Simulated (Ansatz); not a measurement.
# Ta2Ni: the cost of one run

Program: Ansatz 0.2.0. Level of theory: DFT r2SCAN, scalar-relativistic, plane waves, PAW. These are calculated values, not measurements.

## (1) The system as given

The structure is tetragonal, space group I4/mcm (No. 140). The conventional cell has a = 6.216 Å, b = 6.216 Å, c = 4.872 Å, α = 90.00°, β = 90.00°, γ = 90.00°. Ta (site symmetry m2m) is surrounded by 4 Ni at 2.64 Å and 3 Ta at 2.78 to 2.92 Å. Ni (site symmetry 422) is surrounded by 2 Ni at 2.44 Å and 8 Ta at 2.64 Å.

Coordinates:

```
CELL_PARAMETERS angstrom
0.00000 0.00000 4.87200
-3.10800 3.10800 2.43600
-3.10800 -3.10800 2.43600
ATOMIC_POSITIONS crystal
Ta 0.15800 0.50000 0.18400
Ta 0.34200 0.81600 0.50000
Ta 0.84200 0.50000 0.81600
Ta 0.65800 0.18400 0.50000
Ni 0.25000 0.00000 0.00000
Ni 0.75000 0.00000 0.00000
```

The structure comes from the Crystallography Open Database.

## (2) The base run

Contents of input.yaml:

```yaml
crystal:
  lattice:
    - [0.0, 0.0, 4.872]
    - [-3.108, 3.108, 2.436]
    - [-3.108, -3.108, 2.436]
  atoms:
    - { symbol: Ta, position: [0.158, 0.5, 0.184] }
    - { symbol: Ta, position: [0.342, 0.816, 0.5] }
    - { symbol: Ta, position: [0.842, 0.5, 0.816] }
    - { symbol: Ta, position: [0.658, 0.184, 0.5] }
    - { symbol: Ni, position: [0.25, 0.0, 0.0], spin: 2.0 }
    - { symbol: Ni, position: [0.75, 0.0, 0.0], spin: 2.0 }
magnetization:
  spin_polarized: true
basis:
  ecutwfc: 500
  fft_grid_basis: typed
kpoints:
  mp_grid: { grid: [10, 10, 10] }
hamiltonian:
  xc: r2scan
  pseudopotentials: { kind: paw }
scf:
  occupations: { method: gaussian, width: 0.05 }
output:
  forces: true
  stress: true
  eigenvalues: true
  bader: true
  write_density: true
  volumetric_format: npy
  populations: true
  elf: true
```

Launch:

```bash
$ ansatz run input.yaml --threads 2 --pin off --max-ram 4096MiB --backend cpu --events-out ev --progress --plain --runs-dir out
```

**Question.** How long does this run take on 2 threads of Arm Neoverse N1, shared host, and how much memory does it need?

About 6.8 min, with a peak of 1.3 GiB.
